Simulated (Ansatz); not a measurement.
# BrH3SSi: the cost of one run

Program: Ansatz 0.2.0. Level of theory: RKS PBE0/def2-SVPD. These are calculated values, not measurements.

**1. Starting point**

Bond lengths: Si1–Br2 2.700 Å, Si1–S3 2.067 Å, Si1–H5 1.451 Å, Si1–H6 1.452 Å. Angles: Br2–Si1–S3 90.5°, Br2–Si1–H5 99.9°, Br2–Si1–H6 98.3°, S3–Si1–H5 121.6°, S3–Si1–H6 121.6°, H5–Si1–H6 113.4°.

Coordinates:

```xyz
6

Si   -0.6981    0.1800    0.2497
Br    1.7099    0.9375   -0.7079
S    -0.1328   -1.8055    0.1526
H     1.3535   -1.0051   -0.4399
H    -1.5628    0.7735   -0.7529
H    -0.6698    0.9195    1.4984
```

**2. A restrained relaxation towards end A**

Springs on the bonds that form and break draw the guess towards this end; the thresholds are loose.

File input.yaml:

```yaml
crystal:
  periodic: [false, false, false]
  atoms:
    - { symbol: Si, position_ang: [-0.6981, 0.18, 0.2497] }
    - { symbol: Br, position_ang: [1.7099, 0.9375, -0.7079] }
    - { symbol: S, position_ang: [-0.1328, -1.8055, 0.1526] }
    - { symbol: H, position_ang: [1.3535, -1.0051, -0.4399] }
    - { symbol: H, position_ang: [-1.5628, 0.7735, -0.7529] }
    - { symbol: H, position_ang: [-0.6698, 0.9195, 1.4984] }
basis:
  gaussian: { orbitals: def2-SVPD }
hamiltonian:
  xc: pbe0
relax:
  f_tol: 0.15
  max_steps: 25
  restrain:
    - { distance: [3, 1], at: 2.81, k: 30.0 }
    - { distance: [0, 1], at: 2.31, k: 30.0 }
    - { distance: [3, 2], at: 1.36, k: 30.0 }
```

Run with:

```sh
> ansatz run input.yaml --threads 2 --pin off --max-ram 3072MiB --backend cpu --events-out ev --progress --plain --runs-dir out
```

What time and memory should one allow on 2 threads of Intel Xeon Platinum 8259CL at 2.50GHz (Skylake/Cascade Lake), shared host?

About 22 s, with a peak of 0.29 GiB.
